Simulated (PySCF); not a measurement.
# MgCl₂F−, a complex of two parts: interaction energy

One table from this session's results is given with a row withheld; the runs are named, their logs left out.

Computed with PySCF 2.14.0; each step states its level. No surroundings beyond the atoms listed, unless a continuum is named. Atoms count from 0, parts from 1.

## The system as given

4 atoms, charge -1, multiplicity 1; geometry: GFN2-xTB. Parts: 1 = atoms 0–2, `[Cl][Mg][Cl]`, charge 0; 2 = atom 3, `[F-]`, charge -1.

The first run:

The job: settings as JSON, then the geometry in Å.

```
{"job": {"xc": "PBE0", "basis": "def2-TZVPD", "d3": "d3bj", "grid": 3, "kind": "geom", "shake": 0.01}, "charge": -1, "multiplicity": 1, "parts": [{"atoms": "0-2", "charge": 0, "multiplicity": 1}, {"atoms": "3-3", "charge": -1, "multiplicity": 1}]}
Cl    -1.303837     0.183315    -1.510037
Mg    -0.452071    -0.421090     0.446615
Cl     1.616268     0.191415     0.993702
F     -1.361036    -1.386812     1.553026
```

On the command line:

```sh
$ OMP_NUM_THREADS=1 python cluster_run.py task.json out
```

This one command runs all jobs of the session in turn.

Steps of the session up to this table: Geometry optimisation at PBE0-D3(BJ)/def2-TZVPD; Coupled-cluster interaction energy: CCSD(T) and MP2, 1.80 Å; Coupled-cluster interaction energy: CCSD(T) and MP2, 1.89 Å; Coupled-cluster interaction energy: CCSD(T) and MP2, 1.98 Å; Coupled-cluster interaction energy: CCSD(T) and MP2, 1.71 Å; Coupled-cluster interaction energy: CCSD(T) and MP2, 2.25 Å; Coupled-cluster interaction energy: CCSD(T) and MP2, 1.62 Å; Coupled-cluster interaction energy: CCSD(T) and MP2, 2.70 Å; Coupled-cluster interaction energy: CCSD(T) and MP2, 3.60 Å.

One of the session's tables, all rows but one given; the rest of the session is left out.

It belongs to the step «Coupled-cluster interaction energy: CCSD(T) and MP2, 3.60 Å». 

```
                 method  interaction energy (kcal/mol)
         HF/aug-cc-pVDZ                              ?
        MP2/aug-cc-pVDZ                         -40.01
       CCSD/aug-cc-pVDZ                         -39.86
    CCSD(T)/aug-cc-pVDZ                         -39.90
         HF/aug-cc-pVQZ                         -40.24
        MP2/aug-cc-pVQZ                         -40.15
    SCS-MP2/aug-cc-pVQZ                         -40.04
      MP2, extrapolated                         -40.21
CCSD(T), limit estimate                         -40.11
```

Q: Estimate the row for HF/aug-cc-pVDZ from the others.

**Answer.** interaction energy (kcal/mol): -40.22. In the column «interaction energy (kcal/mol)» it lies between HF/aug-cc-pVQZ (-40.24) and MP2, extrapolated (-40.21).
